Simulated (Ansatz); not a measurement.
# CH7NSn: the cost of one run

Method: RKS B3LYP/def2-SVP, in Ansatz 0.2.0.

## Step 1: The structure to begin with

Bond lengths: C1–Sn2 2.075 Å, Sn2–N3 2.035 Å, C1–H4 1.081 Å, C1–H5 1.133 Å, C1–H6 1.143 Å, Sn2–H7 1.760 Å, Sn2–H8 1.714 Å, N3–H9 1.047 Å, N3–H10 1.076 Å. Angles (14 of 15 angles, heavy atoms first): C1–Sn2–N3 108.7°, C1–Sn2–H7 109.8°, C1–Sn2–H8 110.6°, N3–Sn2–H7 108.8°, N3–Sn2–H8 108.9°, Sn2–C1–H4 111.3°, Sn2–C1–H5 112.7°, Sn2–C1–H6 112.9°, Sn2–N3–H9 110.5°, Sn2–N3–H10 108.2°, H7–Sn2–H8 109.9°, H4–C1–H5 104.4°, H4–C1–H6 108.9°, H5–C1–H6 106.1°.

Structure file:

```xyz
10

C    -1.2989    0.6740   -0.5797
Sn    0.1247   -0.7398   -0.0488
N     1.4459    0.1164    1.2402
H    -1.9999    0.2743   -1.2987
H    -0.8489    1.5758   -1.0967
H    -1.8793    1.0790    0.3179
H     0.9946   -1.2762   -1.4814
H    -0.6137   -2.0813    0.7207
H     1.9329    0.9232    0.7846
H     2.2258   -0.5964    1.4450
```

## Step 2: End point A

input.yaml

```yaml
crystal:
  periodic: [false, false, false]
  atoms:
    - { symbol: C, position_ang: [-1.2989, 0.674, -0.5797] }
    - { symbol: Sn, position_ang: [0.1247, -0.7398, -0.0488] }
    - { symbol: "N", position_ang: [1.4459, 0.1164, 1.2402] }
    - { symbol: H, position_ang: [-1.9999, 0.2743, -1.2987] }
    - { symbol: H, position_ang: [-0.8489, 1.5758, -1.0967] }
    - { symbol: H, position_ang: [-1.8793, 1.079, 0.3179] }
    - { symbol: H, position_ang: [0.9946, -1.2762, -1.4814] }
    - { symbol: H, position_ang: [-0.6137, -2.0813, 0.7207] }
    - { symbol: H, position_ang: [1.9329, 0.9232, 0.7846] }
    - { symbol: H, position_ang: [2.2258, -0.5964, 1.445] }
basis:
  gaussian: { orbitals: def2-SVP }
hamiltonian:
  xc: b3lyp
relax:
  f_tol: 0.015
  max_steps: 40
```

Command:

```
> ansatz run input.yaml --threads 1 --pin off --max-ram 2048MiB --backend cpu --events-out ev --progress --plain --runs-dir out
```

Q: Estimate wall time and peak memory on 1 thread of Arm Neoverse V2, shared host.

About 31 s, with a peak of 0.18 GiB.
